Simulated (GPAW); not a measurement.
The system is MoS2.

```
Mo S
1.0
     3.16100    0.00000    0.00000
    -1.58050    2.73751    0.00000
     0.00000    0.00000   12.29500
Mo S
2 4
Direct
  0.33333 0.66667 0.25000
  0.66667 0.33333 0.75000
  0.33333 0.66667 0.62750
  0.66667 0.33333 0.12750
  0.33333 0.66667 0.87250
  0.66667 0.33333 0.37250
```

Base run:

- Program: GPAW 26.7.0
- Functional: GLLB-SC
- Potentials or basis: the program's PAW data sets (release 1.2.1) made for this functional
- Cutoff: 600 eV
- Basis: pw
- k mesh: 6 × 6 × 2
- Occupations: fermi-dirac, width 0.05 eV
- Spin: no spin polarisation

Its results: band gap on the k mesh, kohn-sham part alone 0.79 eV, indirect (least direct gap 1.56 eV).

Problem. The run is repeated on the same cell with these changes: functional from GLLB-SC to LDA; spin from no spin polarisation to spin-orbit coupling, no magnetisation. What comes out?

Solution. Band gap on the k mesh 0.66 eV, indirect (least direct gap 1.52 eV).

Several settings changed at once, so the effect can't be laid on one alone.

Caveats: a model potential gives levels but no total energy (some runs); spin-orbit coupling was added after a scalar SCF, so levels and gaps hold it while energy, forces, pressure and moments don't (some runs); this program's spin-orbit splittings come out too wide for heavy elements (some runs).

Not every run made on this cell is shown here.
